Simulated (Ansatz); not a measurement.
This script makes an atomisation energy of C2H2STe, SMILES SC#C[TeH] with the Ansatz DFT code, driven from Python.

Script `c2h2ste_tae.py`:
```python
"""Energy to split C2H2STe into its atoms."""

from collections import Counter
from dataclasses import dataclass

import ansatz as az


@dataclass(frozen=True)
class RunConfig:
    basis_set: str = "def2-SVPD"
    functional: str = "PBE0"


cfg = RunConfig()


def total_energy(molecule, charge=0, unpaired=0):
    calc = molecule.calculation().basis(gaussian=cfg.basis_set).functional(cfg.functional)
    if charge:
        calc = calc.charge(charge)
    if unpaired:
        calc = calc.spin("collinear", total=unpaired)
    report = calc.run(threads=1).report
    if report["published_state_doubts"]:
        print("  doubts:", report["published_state_doubts"])
    return report["free_energy_ev"]

geometry_ang = [
    ("S", [2.5288, 0.057, -0.3884]),
    ("C", [0.8194, -0.2849, 0.0609]),
    ("C", [-0.3428, -0.5428, 0.3636]),
    ("Te", [-2.2019, -0.9875, 0.9208]),
    ("H", [2.0767, 1.2551, -1.1032]),
    ("H", [-2.8381, 0.439, 0.1002]),
]
geometry = az.Crystal.molecule()
for symbol, xyz in geometry_ang:
    geometry = geometry.atom(symbol, xyz)

# Hund ground states
unpaired = {"S": 2, "C": 2, "Te": 2, "H": 1}
counts = Counter(site.symbol for site in geometry.cartesian_sites)
atom_energy = {s: total_energy(az.Crystal.molecule().atom(s, (0, 0, 0)), 0, unpaired[s]) for s in counts}
whole = total_energy(geometry, 0, 0)
for s, e in atom_energy.items():
    print(f"{s:2s} x{counts[s]}  {e:14.5f} eV")
print(f"C2H2STe: {whole:.5f} eV")
split = sum(counts[s] * e for s, e in atom_energy.items()) - whole
print(f"atomisation energy (no zero-point term): {23.060548 * split:.1f} kcal/mol, {split / sum(counts.values()):.3f} eV an atom")
```

What does it cost to take this molecule apart into atoms?

477.8 kcal/mol from the electronic energies, without the zero-point term.

The output:

Running `python c2h2ste_tae.py` prints:
```text
S  x1    -10825.86918 eV
C  x2     -1027.54175 eV
Te x1     -7292.30075 eV
H  x2       -13.61361 eV
C2H2STe: -20221.20098 eV
atomisation energy (no zero-point term): 477.8 kcal/mol, 3.453 eV an atom
```

Reading the output:
- Total energies depend on the basis set; only differences at equal settings carry meaning.
- The geometry is a force-field or estimated start, not a minimum of this method, and the basis set is short of its limit. All parts are taken at fixed geometry, without zero-point energy.
- def2 sets replace the cores of elements past krypton by effective core potentials.
- The spin-orbit lowering of heavy atoms is left out.
- Run time: 5.1 s on 1 thread of Arm Neoverse V1 (shared host), peak memory 0.28 GiB.
